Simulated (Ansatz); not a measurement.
**B3LYP/def2-SVPD (core potential) run of CH3In (SMILES C[In])**

What is the vertical ionisation energy of CH3In at B3LYP/def2-SVPD (core potential)? 

Program for the calculation: Ansatz 0.2.0.

46 further runs of the same task are left out: 5 that didn't finish, 41 set aside as unsound or not needed.

### Step 1. The structure to begin with

The species is CH3In (5 atoms), meant as a singlet with charge 0. As SMILES, `C[In]`. The shape is that of a PBE0-D4/def2-TZVP optimisation.

Bond lengths: C1–In2 2.238 Å, C1–H3 1.096 Å, C1–H4 1.096 Å, C1–H5 1.096 Å. Angles: In2–C1–H3 111.3°, In2–C1–H4 111.3°, In2–C1–H5 111.3°, H3–C1–H4 107.6°, H3–C1–H5 107.6°, H4–C1–H5 107.6°.

### Step 2. The energy at B3LYP/def2-SVPD (core potential)

File in.yaml:

```yaml
crystal:
  periodic: [false, false, false]
  atoms:
    - {symbol: C, position_ang: [-0.182770, 0.073150, -0.070580]}
    - {symbol: In, position_ang: [1.772750, -0.709460, 0.684610]}
    - {symbol: H, position_ang: [-0.972960, -0.040920, 0.680150]}
    - {symbol: H, position_ang: [-0.502560, -0.460530, -0.972760]}
    - {symbol: H, position_ang: [-0.114460, 1.137770, -0.321410]}
basis:
  gaussian:
    orbitals: def2-SVPD
hamiltonian:
  xc: {name: B3LYP}
accuracy: high
output: {orbitals: {seedname: orbitals}}
```

Started as:

```sh
ansatz run in.yaml --threads 1 --pin off --max-ram 3480MiB --events-out events.jsonl --progress --plain --runs-dir runs
```

The program printed:

```text
Warning: RAYON_NUM_THREADS=1 ignored (pool sized by the plan → 1); use --threads N
Functional definition: B3LYP
  name "B3LYP"
  parameter a0 = 0.2
  parameter ax = 0.72
  parameter ac = 0.81
  exchange = (1 - a0 - ax)*slater_x + ax*b88_x + a0*exact_x
  correlation = (1 - ac)*vwn_rpa_c + ac*lyp_c
1696 factors; integrals over basis functions are off by at most 3.1e-9 eV
mean field evaluation 1: about -6253.1104 eV, gradient 5.4e1 eV
mean field evaluation 2: about -6237.5719 eV, gradient 8.1e1 eV
mean field evaluation 4: about -6260.7427 eV, gradient 1.3e0 eV
mean field evaluation 8: about -6260.7475 eV, gradient 8.6e-3 eV
mean field evaluation 16: about -6260.7475 eV, gradient 6.0e-8 eV
mean field -6260.74752823 eV, -230.0782279754 hartree, gradient 6.1e-8 eV, S^2 0.000000; 0 other end points of the search recorded, 0 dependent functions left out
reference -6260.74756289 eV, -230.0782292491 hartree; 15, 15 occupied and 61, 61 virtual orbitals, 1696 factors
Total energy: -6260.74756289 eV, -230.0782292491 hartree
```

Run time: 5.4 s. Hardware: 1 thread of Arm Neoverse V1, shared host; peak memory 0.21 GiB.

### Step 3. The doublet cation

File run.yaml:

```yaml
crystal:
  periodic: [false, false, false]
  atoms:
    - {symbol: C, position_ang: [-0.182770, 0.073150, -0.070580]}
    - {symbol: In, position_ang: [1.772750, -0.709460, 0.684610]}
    - {symbol: H, position_ang: [-0.972960, -0.040920, 0.680150]}
    - {symbol: H, position_ang: [-0.502560, -0.460530, -0.972760]}
    - {symbol: H, position_ang: [-0.114460, 1.137770, -0.321410]}
basis:
  gaussian:
    orbitals: def2-SVPD
total_charge: 1
magnetization:
  spin_polarized: true
  initial_magnetization: 1
hamiltonian:
  xc: {name: B3LYP}
accuracy: high
output:
  orbitals: {seedname: orbitals}
```

Started as:

```sh
ansatz run run.yaml --threads 1 --pin off --max-ram 3480MiB --events-out events.jsonl --progress --plain --runs-dir runs
```

The program printed:

```text
Warning: RAYON_NUM_THREADS=1 ignored (pool sized by the plan → 1); use --threads N
[... 7 set-up lines as earlier in the session ...]
1695 factors; integrals over basis functions are off by at most 3.1e-9 eV
mean field evaluation 1: about -6233.5463 eV, gradient 5.8e1 eV
mean field evaluation 2: about -6098.1147 eV, gradient 1.0e2 eV
mean field evaluation 4: about -6252.9364 eV, gradient 5.7e0 eV
mean field evaluation 8: about -6253.1803 eV, gradient 1.7e-1 eV
mean field evaluation 16: about -6253.1806 eV, gradient 4.7e-5 eV
mean field -6253.18056964 eV, -229.8001473762 hartree, gradient 6.3e-8 eV, S^2 0.757614; 0 other end points of the search recorded, 0 dependent functions left out
reference -6253.18060445 eV, -229.8001486555 hartree; 15, 14 occupied and 61, 62 virtual orbitals, 1695 factors
Total energy: -6253.18060445 eV, -229.8001486555 hartree
```

It took 9.3 s on 1 thread of Arm Neoverse V1, shared host; peak memory 0.3 GiB.

### Step 4. Results

At B3LYP/def2-SVPD (core potential):

| quantity | value |
| --- | --- |
| singlet CH3In: total energy | -230.07823 Eh |
| singlet CH3In: HOMO energy | -5.28 eV |
| singlet CH3In: LUMO energy | -1.70 eV |
| singlet CH3In: HOMO–LUMO gap | 3.58 eV |
| doublet cation: total energy | -229.80015 Eh |
| doublet cation: HOMO energy (highest over α and β) | -12.62 eV |
| doublet cation: LUMO energy (lowest over α and β) | -9.90 eV |
| doublet cation: ⟨S²⟩ | 0.758 |
| vertical ionisation energy (to the doublet cation) | 7.567 eV |

**Reading.** The vertical ionisation energy comes to 7.57 eV (174 kcal/mol). −ε(HOMO) before ionisation, 5.28 eV, is 2.29 eV below this ionisation energy.
